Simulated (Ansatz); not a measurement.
**PdI (zincblende type): a single-point run**

Wanted: a converged single-point run for PdI (zincblende type), and a check of what comes out. The structure is shown as the input types it.

Method: DFT, PBEsol, PAW with Ansatz's default frozen-core files, scalar-relativistic, in Ansatz 0.2.0.

## Step 1: The starting structure

It takes space group F-43m (No. 216, cubic). Conventional cell: a = 5.394 Å, b = 5.394 Å, c = 5.394 Å, α = 90.00°, β = 90.00°, γ = 90.00°. Pd (site symmetry -43m) has 4 I at 2.34 Å in its first shell of neighbours. I (site symmetry -43m) has 4 Pd at 2.34 Å in its first shell of neighbours.

As a file:

```cif
data_structure
_symmetry_space_group_name_H-M 'F-43m'
_symmetry_Int_Tables_number 216
_cell_length_a 5.3941
_cell_length_b 5.3941
_cell_length_c 5.3941
_cell_angle_alpha 90.000
_cell_angle_beta 90.000
_cell_angle_gamma 90.000
_cell_volume 156.95
loop_
_atom_site_label
_atom_site_type_symbol
_atom_site_symmetry_multiplicity
_atom_site_Wyckoff_symbol
_atom_site_fract_x
_atom_site_fract_y
_atom_site_fract_z
_atom_site_occupancy
Pd1 Pd 4 a 0.00000 0.00000 0.00000 1
I1 I 4 d 0.25000 0.25000 0.75000 1
```

## Step 2: Running it

The input, input.yaml:

```yaml
crystal:
  lattice:
    - [0.0, 2.6970712287, 2.6970712287]
    - [2.6970712287, 0.0, 2.6970712287]
    - [2.6970712287, 2.6970712287, 0.0]
  atoms:
    - { symbol: Pd, position: [0.0, 0.0, 0.0] }
    - { symbol: I, position: [0.25, 0.25, 0.25] }
kpoints:
  mp_grid: { grid: [12, 11, 13] }
scf:
  occupations: { method: fermi_dirac, width: 0.1 }
  max_iter: 50
hamiltonian:
  xc: pbesol
  pseudopotentials: { kind: paw }
output:
  forces: true
  stress: true
  eigenvalues: true
  populations: true
```

On the command line:

```
ansatz run input.yaml --threads 1 --pin off --max-ram 2048MiB --backend cpu --events-out ev --progress --plain --runs-dir out
```

**Question.** How will this run end, and is anything wrong with its input?

This run ends as converged, with warnings (symmetry narrowed by mesh). It gives a pressure of 56 GPa, which is large; a structure far from rest gives such values too, whatever the setting.

The suspect setting: kpoints.mp_grid.grid is [12, 11, 13]. The risk: uneven k-mesh. It still converged here, which does not make the setting sound.

To check: set kpoints.mp_grid.grid to [12, 12, 12].
